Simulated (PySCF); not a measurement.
# LiIn: from the state search to spectroscopic constants

Aim: find the lowest electronic state of LiIn, scan its bond at several levels of theory, and get bond length, wavenumber and dissociation energy from each curve.

Method: Li def2-SVP, In def2-SVP with ECP28, scalar-relativistic core potentials; program: PySCF 2.14.0.

### Step 1. Input

Settings of the job:

- atoms: Li, In
- charge: 0
- basis: Li def2-SVP, In def2-SVP with ECP28
- Hamiltonian: scalar-relativistic core potentials
- basis functions: 35
- electrons treated: 24
- masses in u: 7.0160, 114.9039
- levels: PBE0, PBE, r²SCAN, BHandHLYP, TPSSh, M06-L, LC-ωPBE, HF, MP2, SCS-MP2, CCSD, CCSD(T)
- grid: 80 radial by 434 angular points
- occupations: held fixed by the projection of orbital angular momentum
- dissociation limit: Li + In, each in its ground configuration
- starting distance in angstrom: 2.675
- values of 2S to try: 0, 2

On the command line:

```console
$ OMP_NUM_THREADS=1 python dia.py task.json out
```

After this run come: The PBE0 curve of the state that the search chose; Higher solutions at PBE0; PBE (GGA); r²SCAN; BHandHLYP; TPSSh (hybrid meta-GGA); M06-L (meta-GGA); LC-ωPBE (range-separated hybrid); RHF; MP2 and coupled cluster.

**Question.** What will these runs give? Wanted: for each run, Re; ωe; De; μ.

The runs gave:

Lowest PBE0 solution found, without spin–orbit coupling: ¹Σ⁺ (singlet), closed shell. State 2 has its PBE0 minimum 0.17 eV higher. State 3 has its PBE0 minimum 0.43 eV higher, as a spin-mixed determinant (⟨S²⟩ = 1.01), so this is no gap between pure states. The other levels ran on the lowest alone.

```csv
level,Re (Å),ωe (cm⁻¹),De (eV),μ (D)
RHF,3.075,267.7,0.109,-3.41
RHF-MP2,3.032,270.3,0.62,n/a
RHF-SCS-MP2,3.045,265.7,0.65,n/a
RHF-CCSD,3.029,260.3,0.79,n/a
RHF-CCSD(T),3.028,257.1,0.83,n/a
PBE,3.042,253.2,0.96,-1.59
r²SCAN,3.025,264.0,0.83,-2.38
M06-L,3.055,254.0,1.19,-2.86
TPSSh,3.043,258.7,0.98,-2.04
PBE0,3.024,265.0,0.87,-2.26
BHandHLYP,2.999,275.0,0.85,-2.75
LC-ωPBE,2.963,294.0,0.72,-3.65
```

De is counted to Li + In in their ground configurations. A positive dipole means Li(−)In(+).

In words: The methods spread over 0.112 Å in bond length, from LC-ωPBE to RHF. CCSD(T) can't serve as the judge here: for a weak bond in this basis it is far from its limit. Of the levels with a De here, RHF gives the least (0.109 eV) and M06-L the most (1.19 eV).

Correlated steps freeze 4 core orbitals. Spin–orbit coupling is left out, which matters for elements this heavy, above all for dissociation energies.
